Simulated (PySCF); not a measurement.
# C₅H₁₂Si: NMR shifts in gas and solvents, part 2 of 2

PySCF 2.14.0. Atoms count from 0. Earlier steps stand in the parts before.

**6. Nuclear shieldings: B97-2/pcSseg-2**

The job: settings as JSON, then the geometry in Å.

```
{"job": {"kind": "nmr", "xc": "B97-2", "basis": "pcSseg-2", "pop": false}, "charge": 0, "multiplicity": 1}
C      2.171990     0.942359    -0.978622
C      1.442038     0.775771     0.121012
Si    -0.219469    -0.078516     0.177486
C     -1.499183     1.127544     0.828358
C     -0.688559    -0.652394    -1.542373
C     -0.111501    -1.548041     1.337097
H      3.133813     1.448373    -0.969474
H      1.839024     0.577185    -1.946501
H      1.846411     1.173880     1.053007
H     -2.483057     0.655529     0.897121
H     -1.586141     1.998264     0.173868
H     -1.230067     1.485062     1.825805
H     -0.778013     0.188004    -2.235082
H     -1.651746    -1.169366    -1.520645
H      0.051525    -1.348510    -1.945070
H      0.197027    -1.237090     2.338758
H     -1.079723    -2.048207     1.426797
H      0.615151    -2.280040     0.976107
```

Level: GIAO B97-2/pcSseg-2 NMR shielding, non-relativistic, gas phase.

Log:

```text
coarse grid: 14496 points
cycle   1  E = -487.1983246160  dE =  2.082e-01  |g| = 6.085e-01  |ddm| = 2.788e+00
cycle   2  E = -487.1723780795  dE =  2.595e-02  |g| = 6.769e-01  |ddm| = 8.893e-01
cycle   3  E = -487.2935389271  dE = -1.212e-01  |g| = 6.224e-02  |ddm| = 5.122e-01
cycle   4  E = -487.2941882262  dE = -6.493e-04  |g| = 4.091e-02  |ddm| = 7.058e-02
cycle   5  E = -487.2946156500  dE = -4.274e-04  |g| = 6.391e-03  |ddm| = 2.678e-02
cycle   6  E = -487.2946264753  dE = -1.083e-05  |g| = 7.530e-04  |ddm| = 6.374e-03
cycle   7  E = -487.2946265806  dE = -1.053e-07  |g| = 3.490e-04  |ddm| = 8.505e-04
final grid: 132432 points
cycle   8  E = -487.2972712108  dE = -1.324e-04  |g| = 4.363e-03  |ddm| = 5.158e-02
cycle   9  E = -487.2972713812  dE = -1.703e-07  |g| = 3.461e-03  |ddm| = 5.243e-03
cycle  10  E = -487.2972741592  dE = -2.778e-06  |g| = 7.062e-04  |ddm| = 2.656e-03
cycle  11  E = -487.2972742690  dE = -1.099e-07  |g| = 1.668e-04  |ddm| = 5.495e-04
cycle  12  E = -487.2972742717  dE = -2.628e-09  |g| = 1.294e-04  |ddm| = 1.893e-04
cycle  13  E = -487.2972742760  dE = -4.314e-09  |g| = 1.122e-05  |ddm| = 8.620e-05
cycle  14  E = -487.2972742760  dE = -2.922e-11  |g| = 2.785e-06  |ddm| = 1.180e-05
converged SCF energy = -487.2972742760

GIAO shielding tensors (ppm)
atom      isotropic    diamagn.    paramagn.     s11        s22        s33       span
  0 C       45.749     251.845    -206.096    -78.805     51.654    164.399    243.204
  1 C       35.261     258.071    -222.810    -90.275     24.644    171.413    261.688
  2 Si     355.000     881.318    -526.318    345.061    348.916    371.025     25.963
  3 C      185.749     247.075     -61.326    182.691    184.746    189.811      7.120
  4 C      189.172     247.824     -58.652    184.859    190.499    192.159      7.301
  5 C      185.735     247.075     -61.340    182.747    184.665    189.793      7.046
  6 H       25.323      29.328      -4.005     22.436     24.445     29.088      6.652
  7 H       25.617      33.249      -7.632     22.092     24.195     30.563      8.470
  8 H       25.046      32.369      -7.323     21.723     25.262     28.151      6.428
  9 H       31.633      31.326       0.307     27.849     29.199     37.851     10.002
 10 H       31.656      31.532       0.124     27.657     29.286     38.026     10.369
 11 H       31.524      31.445       0.079     27.560     28.996     38.015     10.455
 12 H       31.475      32.285      -0.810     27.914     28.490     38.020     10.106
 13 H       31.633      31.299       0.334     27.768     29.347     37.784     10.016
 14 H       31.455      32.343      -0.888     27.877     28.523     37.965     10.088
 15 H       31.524      31.446       0.079     27.556     28.984     38.033     10.478
 16 H       31.636      31.331       0.305     27.865     29.193     37.851      9.986
 17 H       31.654      31.537       0.117     27.639     29.312     38.011     10.372
```

Wall time 1.9 min (2 threads of Intel Xeon at 2.50GHz, shared host); peak memory 2.7 GiB.

Key values: δ C1 150.1, C0 139.6, C3 -1.5, Si2 -6.5, H8 6.59, H6 6.31 ppm (means over like atoms).

**7. NMR shieldings: WP04/pcSseg-2 in chloroform**

The job, as its differences from that of step 6:

```diff
@@ -1,2 +1,2 @@
-{"job": {"kind": "nmr", "xc": "B97-2", "basis": "pcSseg-2", "pop": false}, "charge": 0, "multiplicity": 1}
+{"job": {"kind": "nmr", "xc": "WP04", "basis": "pcSseg-2", "pop": false, "solvent": "chloroform"}, "charge": 0, "multiplicity": 1}
 C      2.171990     0.942359    -0.978622
```

With the program's defaults for keys left out, this is: GIAO WP04/pcSseg-2 NMR shielding, non-relativistic, IEF-PCM chloroform.

Log:

```text
coarse grid: 14496 points
cycle   1  E = -495.7151715007  dE =  1.644e-01  |g| = 9.260e-01  |ddm| = 2.790e+00
cycle   2  E = -495.6159920449  dE =  9.918e-02  |g| = 1.075e+00  |ddm| = 1.316e+00
cycle   3  E = -495.9284889920  dE = -3.125e-01  |g| = 7.760e-02  |ddm| = 7.719e-01
cycle   4  E = -495.9286905113  dE = -2.015e-04  |g| = 7.123e-02  |ddm| = 8.868e-02
cycle   5  E = -495.9299923623  dE = -1.302e-03  |g| = 9.260e-03  |ddm| = 4.504e-02
cycle   6  E = -495.9300089057  dE = -1.654e-05  |g| = 3.421e-03  |ddm| = 8.471e-03
cycle   7  E = -495.9300117382  dE = -2.833e-06  |g| = 5.077e-04  |ddm| = 2.884e-03
final grid: 132432 points
cycle   8  E = -495.9448722753  dE = -2.028e-04  |g| = 1.006e-02  |ddm| = 6.529e-02
cycle   9  E = -495.9448624764  dE =  9.799e-06  |g| = 1.170e-02  |ddm| = 1.404e-02
cycle  10  E = -495.9448972701  dE = -3.479e-05  |g| = 5.719e-04  |ddm| = 7.650e-03
cycle  11  E = -495.9448972765  dE = -6.364e-09  |g| = 4.672e-04  |ddm| = 5.805e-04
cycle  12  E = -495.9448973224  dE = -4.594e-08  |g| = 1.816e-04  |ddm| = 3.540e-04
cycle  13  E = -495.9448973302  dE = -7.717e-09  |g| = 4.146e-05  |ddm| = 1.275e-04
cycle  14  E = -495.9448973306  dE = -4.467e-10  |g| = 4.236e-06  |ddm| = 3.062e-05
converged SCF energy = -495.9448973306

GIAO shielding tensors (ppm)
atom      isotropic    diamagn.    paramagn.     s11        s22        s33       span
  0 C       33.838     253.222    -219.384    -94.474     41.938    154.049    248.523
  1 C       22.857     257.844    -234.988   -106.028     12.546    162.051    268.079
  2 Si     336.045     883.473    -547.428    324.761    331.581    351.794     27.034
  3 C      175.295     245.989     -70.694    172.527    174.228    179.129      6.602
  4 C      178.175     246.520     -68.344    174.443    179.563    180.520      6.077
  5 C      175.289     246.014     -70.725    172.574    174.162    179.131      6.558
  6 H       25.820      29.617      -3.797     23.069     24.960     29.430      6.361
  7 H       26.084      33.661      -7.577     22.676     24.641     30.936      8.259
  8 H       25.576      32.677      -7.101     22.295     25.717     28.716      6.421
  9 H       31.828      31.459       0.369     28.302     29.543     37.639      9.337
 10 H       31.896      31.852       0.045     28.183     29.694     37.813      9.630
 11 H       31.752      31.647       0.106     28.055     29.377     37.826      9.771
 12 H       31.685      32.601      -0.916     28.406     28.919     37.731      9.325
 13 H       31.840      31.614       0.225     28.211     29.703     37.604      9.393
 14 H       31.666      32.655      -0.989     28.367     28.951     37.682      9.315
 15 H       31.754      31.655       0.099     28.051     29.367     37.842      9.791
 16 H       31.830      31.463       0.367     28.316     29.537     37.639      9.323
 17 H       31.894      31.862       0.032     28.164     29.718     37.801      9.636
```

Run time: 2.1 min. Hardware: 2 threads of Intel Xeon at 2.50GHz, shared host; peak memory 2.7 GiB.

This run: δ C1 152.2, C0 141.3, C3 -1.2, Si2 -6.9, H8 6.29, H6 6.05 ppm (means over like atoms).

**8. NMR shieldings: wB97X-D/pcSseg-2 in chloroform**

The job, as its differences from that of step 7:

```diff
@@ -1,2 +1,2 @@
-{"job": {"kind": "nmr", "xc": "WP04", "basis": "pcSseg-2", "pop": false, "solvent": "chloroform"}, "charge": 0, "multiplicity": 1}
+{"job": {"kind": "nmr", "xc": "wB97X-D", "basis": "pcSseg-2", "pop": false, "solvent": "chloroform"}, "charge": 0, "multiplicity": 1}
 C      2.171990     0.942359    -0.978622
```

Level: GIAO wB97X-D/pcSseg-2 NMR shielding, non-relativistic, IEF-PCM chloroform.

Log:

```text
coarse grid: 14496 points
cycle   1  E = -487.2362342967  dE =  3.901e-01  |g| = 4.178e-01  |ddm| = 2.764e+00
cycle   2  E = -487.2617705799  dE = -2.554e-02  |g| = 2.849e-01  |ddm| = 4.805e-01
cycle   3  E = -487.2808778919  dE = -1.911e-02  |g| = 2.649e-02  |ddm| = 1.772e-01
cycle   4  E = -487.2810763332  dE = -1.984e-04  |g| = 1.662e-02  |ddm| = 4.893e-02
cycle   5  E = -487.2811431036  dE = -6.677e-05  |g| = 1.954e-03  |ddm| = 1.243e-02
cycle   6  E = -487.2811451204  dE = -2.017e-06  |g| = 8.315e-04  |ddm| = 4.893e-03
final grid: 132432 points
cycle   7  E = -487.2933272030  dE = -2.902e-04  |g| = 7.269e-03  |ddm| = 5.615e-02
cycle   8  E = -487.2933338229  dE = -6.620e-06  |g| = 5.201e-03  |ddm| = 9.587e-03
cycle   9  E = -487.2933397705  dE = -5.948e-06  |g| = 3.754e-04  |ddm| = 2.892e-03
cycle  10  E = -487.2933398245  dE = -5.397e-08  |g| = 1.704e-04  |ddm| = 7.675e-04
cycle  11  E = -487.2933398318  dE = -7.339e-09  |g| = 4.948e-05  |ddm| = 1.844e-04
cycle  12  E = -487.2933398328  dE = -9.644e-10  |g| = 2.005e-05  |ddm| = 9.213e-05
converged SCF energy = -487.2933398328

GIAO shielding tensors (ppm)
atom      isotropic    diamagn.    paramagn.     s11        s22        s33       span
  0 C       41.608     251.891    -210.282    -89.205     47.154    166.876    256.081
  1 C       30.541     259.346    -228.805   -100.776     18.289    174.109    274.885
  2 Si     347.395     879.961    -532.565    336.931    340.081    365.175     28.244
  3 C      187.463     247.282     -59.819    184.282    186.583    191.523      7.241
  4 C      190.759     248.319     -57.560    186.483    192.064    193.731      7.249
  5 C      187.454     247.264     -59.811    184.349    186.502    191.510      7.160
  6 H       25.171      29.417      -4.246     22.244     24.321     28.947      6.703
  7 H       25.429      32.826      -7.397     21.790     24.041     30.456      8.666
  8 H       24.856      32.389      -7.533     21.466     25.080     28.022      6.556
  9 H       31.588      31.407       0.181     27.709     29.109     37.946     10.237
 10 H       31.673      31.617       0.056     27.577     29.261     38.180     10.603
 11 H       31.481      31.529      -0.047     27.407     28.900     38.137     10.730
 12 H       31.446      32.356      -0.910     27.798     28.404     38.135     10.336
 13 H       31.560      31.414       0.146     27.562     29.232     37.886     10.324
 14 H       31.422      32.417      -0.995     27.761     28.427     38.079     10.318
 15 H       31.483      31.528      -0.045     27.403     28.888     38.157     10.754
 16 H       31.592      31.413       0.178     27.725     29.104     37.946     10.221
 17 H       31.668      31.619       0.048     27.556     29.284     38.163     10.607
```

Run time: 2.6 min. Hardware: 2 threads of Intel Xeon at 2.50GHz, shared host; peak memory 2.7 GiB.

Key values: δ C1 156.6, C0 145.5, C3 -1.5, Si2 -6.1, H8 6.76, H6 6.44 ppm (means over like atoms).

**9. Side by side: NMR shifts**

Shifts (ppm) of some atoms, chosen among heavy atoms and hydrogens apart, means over like atoms, with basis size and wall time:

```tsv
run	C1	C0	C3	H8	H6	H7	Si2	functions	time
PBE0/pcSseg-2	154.1	143.2	-1.6	6.69	6.38	6.09	-6.5	391	2.3 min
KT3/pcSseg-2	141.2	130.5	-1.5	6.42	6.17	5.83	-7.5	391	2.4 min
wB97X-D/pcSseg-2	154.7	144.4	-1.5	6.64	6.36	6.09	-6.2	391	2.6 min
B97-2/pcSseg-2	150.1	139.6	-1.5	6.59	6.31	6.02	-6.5	391	1.9 min
WP04/pcSseg-2 in chloroform	152.2	141.3	-1.2	6.29	6.05	5.78	-6.9	391	2.1 min
wB97X-D/pcSseg-2 in chloroform	156.6	145.5	-1.5	6.76	6.44	6.19	-6.1	391	2.6 min
measured	–	–	–	6.11	5.88	5.63	–	–	–
```

Measured: solution, not stated per compound (mostly CDCl3 or CCl4); Pretsch, Buehlmann, Badertscher, Structure Determination of Organic Compounds, 4th ed. (2009).

**10. Summary of results**

What follows sums up all 2 parts.

```
                                                               quantity                                                  value
                                                            point group                                                     Cs
                                   rotational constants (main isotopes)                                   3.12, 1.97, 1.94 GHz
13C shifts against TMS (PBE0/pcSseg-2, means over atoms taken as alike)                                 154.1, 143.2, -1.6 ppm
 1H shifts against TMS (PBE0/pcSseg-2, means over atoms taken as alike)                             6.69, 6.38, 6.09, 0.06 ppm
                                29Si shifts against TMS (PBE0/pcSseg-2)                                               -6.5 ppm
                               measured, and computed on the same scale  H8 δ 6.11, 6.69; H6 δ 5.88, 6.38; H7 δ 5.63, 6.09 ppm
                       range of the shift of C1 (wB97X-D/pcSseg-2 runs)                                     154.7 to 156.6 ppm
```

What this shows: The optimisation took 9 steps and gained 0.101 eV; among the close pairs (by a distance rule), C1–Si2 changed most, from 1.907 to 1.869 Å. The most deshielded carbon is C1 (alkene CH), at 154.1 ppm: an sp2 carbon of a C=C bond. H8 (hydrogen on an alkene CH) lies farthest downfield among hydrogen, at 6.69 ppm; olefinic region. At PBE0/pcSseg-2: The widest tensor belongs to C1: span 269 ppm, with a paramagnetic part of -226 ppm. Against the measured 1H shifts the unscaled results are off by 0.51 ppm on average (signed mean +0.51, 3 signals). Vibration, temperature and solvent are missing from the calculation, and it holds one conformer, so part of the miss against the measured shifts is not the functional's. At one level, wB97X-D/pcSseg-2: Across the 2 runs the shift of C1 moves most, between 154.7 (wB97X-D/pcSseg-2) and 156.6 ppm (wB97X-D/pcSseg-2 in chloroform). Part of that comes from the computed reference.
